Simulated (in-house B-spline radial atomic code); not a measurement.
# Os³⁺: ionisation energy by several methods

One table from this session's results is given with a row withheld; the runs are named, their logs left out.

Method: Dirac-Coulomb, several functionals, exact exchange averaged over the configuration; spherical all-electron atom at the radial basis limit. Code: in-house B-spline radial atomic code version 1.

### What is computed

- element: osmium (Z = 76)
- charge: +3
- electrons: 73
- configuration: [Xe] 4f14 5d5
- nucleus: Fermi, rms radius 5.413 fm

The outer shells:

[Xe] 4f14 5d5
```
[Xe] core
4f [↑↓][↑↓][↑↓][↑↓][↑↓][↑↓][↑↓]
5d [↑ ][↑ ][↑ ][↑ ][↑ ]
```

The boxes only draw the filling; these runs are spin-restricted and spherical.

The first run:

Settings of the run:

```ini
Z = 76
electrons = 73.0
configuration = [Xe] 4f14 5d5
hamiltonian = dirac
method = b3lyp
spin_polarised = False
nucleus = fermi
rms_radius = 5.4126
mass_number = 192
atomic_mass = 191.961478765
speed_of_light = 137.035999084
exact_exchange = averaged over the configuration
```

Started as:

```console
python run_scf.py task.json out
```

One command runs all members of the session, one after another, from task.json.

Steps of the session up to this table: B3LYP; CAM-B3LYP; BHandHLYP; B97-1.

One of the session's tables, all rows but one given; the rest of the session is left out.

```
   method  ΔSCF (eV)  with Breit, QED, recoil (eV)
    B3LYP     41.491                        41.498
BHandHLYP          ?                             ?
    B97-1     41.349                        41.358
CAM-B3LYP     41.440                        41.448
```

Q: Estimate the row for BHandHLYP from the others.

As computed: ΔSCF (eV): 41.223; with Breit, QED, recoil (eV): 41.232. In the column «ΔSCF (eV)» it is the lowest.
